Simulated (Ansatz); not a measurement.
# HfO2: the cost of one run

Method: DFT PBEsol, scalar-relativistic, plane waves, PAW, and further levels as typed in the inputs, in Ansatz 0.2.0.

## Step 1: Starting point

The structure is monoclinic, space group P2_1/c (No. 14). Conventional cell: a = 5.118 Å, b = 5.186 Å, c = 5.284 Å, α = 90.00°, β = 99.35°, γ = 90.00°. Hf (site symmetry 1) is surrounded by 7 O at 2.03 to 2.25 Å. O (site symmetry 1) has 4 Hf at 2.14 to 2.25 Å as nearest neighbours. Around O (site symmetry 1) lie 3 Hf at 2.03 to 2.12 Å.

Coordinates:

```cif
data_structure
_symmetry_space_group_name_H-M 'P2_1/c'
_symmetry_Int_Tables_number 14
_cell_length_a 5.1180
_cell_length_b 5.1857
_cell_length_c 5.2841
_cell_angle_alpha 90.000
_cell_angle_beta 99.352
_cell_angle_gamma 90.000
_cell_volume 138.38
loop_
_atom_site_label
_atom_site_type_symbol
_atom_site_symmetry_multiplicity
_atom_site_Wyckoff_symbol
_atom_site_fract_x
_atom_site_fract_y
_atom_site_fract_z
_atom_site_occupancy
Hf1 Hf 4 e 0.27550 0.03970 0.20800 1
O1 O 4 e 0.44870 0.75810 0.48010 1
O2 O 4 e 0.07420 0.33160 0.34670 1
```

## Step 2: Relaxing the atoms: HfO2, no spin

File input.yaml:

```yaml
crystal:
  lattice:
    - [5.118, 0.0, 0.0]
    - [0.0, 5.1857, 0.0]
    - [-0.8586630598, 0.0, 5.2138671406]
  atoms:
    - { symbol: Hf, position: [0.2755, 0.0397, 0.208] }
    - { symbol: Hf, position: [0.7245, 0.5397, 0.292] }
    - { symbol: Hf, position: [0.7245, 0.9603, 0.792] }
    - { symbol: Hf, position: [0.2755, 0.4603, 0.708] }
    - { symbol: O, position: [0.4487, 0.7581, 0.4801] }
    - { symbol: O, position: [0.5513, 0.2581, 0.0199] }
    - { symbol: O, position: [0.5513, 0.2419, 0.5199] }
    - { symbol: O, position: [0.4487, 0.7419, 0.9801] }
    - { symbol: O, position: [0.0742, 0.3316, 0.3467] }
    - { symbol: O, position: [0.9258, 0.8316, 0.1533] }
    - { symbol: O, position: [0.9258, 0.6684, 0.6533] }
    - { symbol: O, position: [0.0742, 0.1684, 0.8467] }
scf:
  occupations: { method: fixed }
  n_extra_bands: 4
output:
  forces: true
  stress: true
  write_density: true
  write_potential: true
  elf: true
  volumetric_format: npy
kpoints:
  mp_grid: { grid: [5, 5, 5] }
hamiltonian:
  xc: pbesol
relax:
  f_tol: 0.005
  max_steps: 120
```

Command:

```sh
$ ansatz run input.yaml --threads 4 --pin off --max-ram 11776MiB --backend cpu --events-out ev --progress --plain --runs-dir out
```

**Question.** How long does this run take on 4 threads of Intel Xeon Platinum 8259CL at 2.50GHz (Skylake/Cascade Lake), shared host, and how much memory does it need?

About 39 s, with a peak of 0.85 GiB.
